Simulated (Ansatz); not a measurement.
Working through a relaxation of cell and ions of AlCu, space group Pm-3m

Computed with Ansatz's Python interface.

The cells in order, each with its output:

```python
import warnings

import ansatz as az
from ase import Atoms
from ase.neighborlist import neighbor_list
import matplotlib.pyplot as plt
import numpy as np
from pymatgen.core import Structure
from scipy.ndimage import map_coordinates
```

```python
def edges_and_angles(cell):
    cell = np.asarray(cell)
    a, b, c = np.linalg.norm(cell, axis=1)
    cosines = cell[1] @ cell[2] / (b * c), cell[0] @ cell[2] / (a * c), cell[0] @ cell[1] / (a * b)
    return (a, b, c, *np.degrees(np.arccos(cosines)))
```

```python
warnings.simplefilter("ignore", az.DeckWarning)

lattice = az.Lattice.of(
    (2.997509, 0.0, 0.0),
    (0.0, 2.997509, 0.0),
    (0.0, 0.0, 2.997509),
)
sites = [
    ("Al", (0.0, 0.0, 0.0)),
    ("Cu", (0.5, 0.5, 0.5)),
]
xtal = az.Crystal(lattice=lattice)
for symbol, position in sites:
    xtal = xtal.atom(symbol, position)
```

```python
# edges free, angles fixed
job = (
    xtal.calculation()
    .scf(extra_bands=4)
    .pseudopotentials("nc")
    .kpoints(6, 6, 6, shift=0.5)
    .functional(az.Functional.PBESOL)
    .accuracy("medium")  # preset for grids and thresholds
    .occupations("Gaussian", width=0.02)
    .relax(force_tolerance=0.05, density_extrapolation="none", fix_cell=["angles"], stress_tolerance=0.1)
    .density()  # keep the density on its grid
    .density_of_states(energy_step=0.05, method="smearing", broadening_width=0.2)  # states per eV and cell
)
steps = []
```

```python
def collect(event):
    if event["event"] == "relax_step":
        steps.append(event["data"])
```

```python
outcome = job.session().plan().execute(on_event=collect)
r = outcome.report

[(site.symbol, site.position_frac.round(4).tolist()) for site in outcome.lattice.sites]
```

    [(<Element.AL: 'Al'>, [-0.0, -0.0, -0.0]), (<Element.CU: 'Cu'>, [0.5, 0.5, 0.5])]

```python
print("step   energy (eV)     max comp. (eV/A)   P (GPa)  SCF")
for s in steps:
    print(f"{s['step']:4d} {s['lagrangian_ev']:15.5f} {s['allowed_force_max_ev_ang']:12.4f} {s['pressure_gpa']:10.3f} {s['n_scf']:5d}")
```

    step   energy (eV)     max comp. (eV/A)   P (GPa)  SCF
       1     -5218.85064       0.0000     -4.475    10
       2     -5218.86377       0.0000     -1.207     9
       3     -5218.86472       0.0000      0.079     7
       4     -5218.86466       0.0000      0.064     5

```python
first, last = steps[0], steps[-1]
symbols = [site.symbol for site in outcome.lattice.sites]
print(f"energy gained {first['lagrangian_ev'] - last['lagrangian_ev']:.4f} eV in {len(steps) - 1} steps")
for label, vectors in (("before", first["cell_ang"]), ("after", outcome.lattice.cell_ang)):
    print(label, "a b c (A) {:.4f} {:.4f} {:.4f}  angles {:.2f} {:.2f} {:.2f}".format(*edges_and_angles(vectors)), f" V = {abs(np.linalg.det(vectors)):.3f} A^3")
print("final stress xx yy zz (GPa, compression positive):", np.round(np.diag(r["stress_gpa"]), 3) + 0.0)
```

    energy gained 0.0140 eV in 3 steps
    before a b c (A) 2.9975 2.9975 2.9975  angles 90.00 90.00 90.00  V = 26.933 A^3
    after a b c (A) 2.9606 2.9606 2.9606  angles 90.00 90.00 90.00  V = 25.950 A^3
    final stress xx yy zz (GPa, compression positive): [0.064 0.064 0.064]

```python
final = Atoms(symbols, positions=last["positions_ang"], cell=outcome.lattice.cell_ang, pbc=True)
i, j, d = neighbor_list("ijd", final, 4.5)
print("neighbours within 1.15 times the shortest distance of each atom (A)")
for atom in range(len(final)):
    near = [m for m in np.argsort(d) if i[m] == atom]
    shell = [m for m in near if d[m] < 1.15 * d[near[0]]]
    print(f"{symbols[atom]}{atom} ({len(shell)}):", ", ".join(f"{symbols[j[m]]} {d[m]:.3f}" for m in shell))
```

    neighbours within 1.15 times the shortest distance of each atom (A)
    Al0 (8): Cu 2.564, Cu 2.564, Cu 2.564, Cu 2.564, Cu 2.564, Cu 2.564, Cu 2.564, Cu 2.564
    Cu1 (8): Al 2.564, Al 2.564, Al 2.564, Al 2.564, Al 2.564, Al 2.564, Al 2.564, Al 2.564

```python
change = np.array(last["positions_ang"]) @ np.linalg.inv(last["cell_ang"]) - np.array(first["positions_ang"]) @ np.linalg.inv(first["cell_ang"])
moved = np.linalg.norm(change @ np.array(last["cell_ang"]), axis=1)
print("displacement within the cell, strain taken out (A):", " ".join(f"{s}:{d:.3f}" for s, d in zip(symbols, moved)))

fig, (top, bottom) = plt.subplots(2, 1, sharex=True, figsize=(4.5, 4))
top.plot([s["lagrangian_ev"] - last["lagrangian_ev"] for s in steps], "o-")
top.set_ylabel("E - E(final) (eV)")
bottom.semilogy([max(s["allowed_force_max_ev_ang"], 1e-6) for s in steps], "s-")
bottom.set(xlabel="step", ylabel="largest force (eV/A)")
fig.tight_layout()
fig.savefig("relax.png", dpi=100)

print("atom   start x y z (A)              end x y z (A)")
for symbol, a, b in zip(symbols, first["positions_ang"], last["positions_ang"]):
    print(f"{symbol:3s}", " ".join(f"{v:8.4f}" for v in a), "  ", " ".join(f"{v:8.4f}" for v in b))
```

    displacement within the cell, strain taken out (A): Al:0.000 Cu:0.000
    atom   start x y z (A)              end x y z (A)
    Al    0.0000   0.0000   0.0000     -0.0000  -0.0000  -0.0000
    Cu    1.4988   1.4988   1.4988      1.4803   1.4803   1.4803

```python
n_atoms = len(r["lattice"]["sites"])
print("F =", round(r["free_energy_ev"], 4), "eV for", n_atoms, "atoms")
print("E(sigma -> 0) =", round(r["energy_sigma0_ev"], 4), "eV, TS =", round(r["entropy_ts_ev"], 5), "eV")
print("closed by", r["closed_by"], "after", r["n_iterations"], "iterations")
```

    F = -5218.8647 eV for 2 atoms
    E(sigma -> 0) = -5218.8647 eV, TS = 0.0 eV
    closed by deck_thresholds after 5 iterations

```python
final = Structure(outcome.lattice.cell_ang, [s.symbol for s in outcome.lattice.sites], [s.position_frac for s in outcome.lattice.sites])
# smooth valence density along the shortest bond of atom 0
rho = outcome.density()
total = sum(channel.density_e_per_ang3 for channel in rho.channels[:2])
grid_cell = np.asarray(rho.fft_grid_basis) @ outcome.lattice.cell_ang
partner = min(final.get_neighbors(final[0], 5.0), key=lambda n: n.nn_distance)
line = np.linspace(final[0].coords, partner.coords, 11)
points = (line @ np.linalg.inv(grid_cell)) * rho.dims
values = map_coordinates(total, points.T, order=3, mode="grid-wrap")
print(f"from {final[0].specie} to {partner.specie}, {partner.nn_distance:.3f} A")
for t, value in zip(np.linspace(0, partner.nn_distance, 11), values):
    print(f"{t:7.3f} A  {value:9.4f} e/A^3")
```

    from Al to Cu, 2.564 A
      0.000 A     0.0102 e/A^3
      0.256 A     0.0471 e/A^3
      0.513 A     0.1178 e/A^3
      0.769 A     0.1935 e/A^3
      1.026 A     0.2395 e/A^3
      1.282 A     0.2713 e/A^3
      1.538 A     0.3931 e/A^3
      1.795 A     1.1151 e/A^3
      2.051 A     9.5228 e/A^3
      2.308 A    29.3328 e/A^3
      2.564 A    11.0642 e/A^3

```python
dos = outcome.density_of_states()
energy = np.asarray(dos.energies_ev) - dos.fermi_ev
states, count = np.asarray(dos.spin_summed_g_bin_mean_per_ev), np.asarray(dos.spin_summed_integrated)
g_fermi = float(np.interp(0.0, energy, states))
print(f"g(E_F) = {g_fermi:.3f} states/eV per cell")
# Sommerfeld coefficient of bare band electrons: pi^2 k_B^2 g / 3
gamma = np.pi ** 2 / 3 * 8.617333e-5 ** 2 * g_fermi * 96485.33e3 / len(outcome.lattice.sites)
print(f"bare Sommerfeld coefficient {gamma:.2f} mJ/(mol of atoms K^2)")
for low, high in ((-10, -6), (-6, -3), (-3, 0), (0, 3)):
    print(f"states between {low} and {high} eV: {np.interp(high, energy, count) - np.interp(low, energy, count):.3f}")
```

    g(E_F) = 0.418 states/eV per cell
    bare Sommerfeld coefficient 0.49 mJ/(mol of atoms K^2)
    states between -10 and -6 eV: 1.874
    states between -6 and -3 eV: 9.707
    states between -3 and 0 eV: 2.124
    states between 0 and 3 eV: 2.142

What to keep in mind:
- The settings weren't tested for convergence.
- The run is spin-unpolarised.
- Forces vanish by symmetry, so the ions can't move, and the end may be a saddle.
- The mesh is modest for a metal, so energies can be off by several to tens of meV an atom and pressures by half a GPa or more; differences at equal mesh fare better.
- Energies along a relaxation are free energies. Rows at an unchanged volume are solved on a plane-wave basis chosen afresh for that cell, so the energy jumps there and such rows are no steps of the walk.
- Grid values close to the nuclei reflect the PAW or pseudopotential construction, not the all-electron fields.
- The structure comes from a database of computed cells and needn't be a stable or known phase.
- The computed bands are complete only to about 3.5 eV above the Fermi level; beyond that the density of states is undercounted.
- Run time: 7.6 s on 1 thread of Arm Neoverse V1 (shared host), peak memory 0.43 GiB.

(Lines on the test bed's own set-up are left out of the output.)
